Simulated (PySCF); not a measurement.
# CaHg+: bond curves at several levels of theory

The task here is to estimate one member of a computed series from the others.

Program: PySCF 2.14.0. Level of theory: Ca def2-SVP, Hg def2-SVP with ECP60, scalar-relativistic core potentials. These are calculated values, not measurements.

The first run:

A driver script around PySCF takes these settings:

```
atoms                         : Ca, Hg
charge                        : 1
basis                         : Ca def2-SVP, Hg def2-SVP with ECP60
Hamiltonian                   : scalar-relativistic core potentials
basis functions               : 56
electrons treated             : 39
masses in u                   : 39.9626, 201.9706
levels                        : PBE0, PBE, r²SCAN, r²SCAN0, LDA, TPSSh, HF, MP2, SCS-MP2, CCSD, CCSD(T)
grid                          : 80 radial by 434 angular points
occupations                   : held fixed by the projection of orbital angular momentum
dissociation limit            : Ca+ + Hg, each in its ground configuration
starting distance in angstrom : 3.065
values of 2S to try           : 1, 3
```

The run is started by

```
OMP_NUM_THREADS=1 python dia.py task.json out
```

Among the steps run: Input; PBE0 along the bond; Higher solutions at PBE0; PBE (GGA); r²SCAN (meta-GGA); r²SCAN0 (hybrid meta-GGA); LDA; TPSSh (hybrid meta-GGA); UHF (mean field); Adding correlation.

One of the session's tables, all rows but one given; the rest of the session is left out.

It belongs to the step «The curves together». Energy (eV) from each level's lowest point:

| R (Å) | UHF | UHF-MP2 | UHF-SCS-MP2 | UHF-CCSD | UHF-CCSD(T) |
| --- | --- | --- | --- | --- | --- |
| 2.839 | 0.428 | 0.230 | 0.259 | n/a | n/a |
| 2.971 | 0.241 | 0.105 | 0.124 | 0.137 | 0.134 |
| 3.103 | 0.123 | 0.036 | 0.048 | 0.055 | 0.053 |
| 3.202 | 0.067 | 0.010 | 0.018 | 0.021 | 0.020 |
| 3.301 | 0.031 | 0.000 | 0.003 | 0.004 | 0.004 |
| 3.400 | ? | ? | ? | ? | ? |
| 3.532 | 0.000 | 0.012 | 0.008 | 0.007 | 0.008 |
| 3.697 | 0.005 | 0.037 | 0.029 | 0.030 | 0.032 |
| 3.895 | 0.024 | 0.074 | 0.062 | 0.066 | 0.069 |
| 4.159 | 0.060 | 0.124 | 0.108 | n/a | n/a |

**Question.** Estimate the row for R (Å) = 3.400.

Worked estimate for «UHF». A straight line through the neighbours (3.301, 0.031) and (3.532, 0.000) gives 0.031 + (0.000 − 0.031) × (3.400 − 3.301) / (3.532 − 3.301) = 0.018; a parabola fitted to 4 rows on both sides gives 0.012.

The run gave: UHF: 0.010; UHF-MP2: 0.000; UHF-SCS-MP2: 0.000; UHF-CCSD: 0.000; UHF-CCSD(T): 0.000. In «UHF» the line misses by +0.008 and the parabola by +0.002.
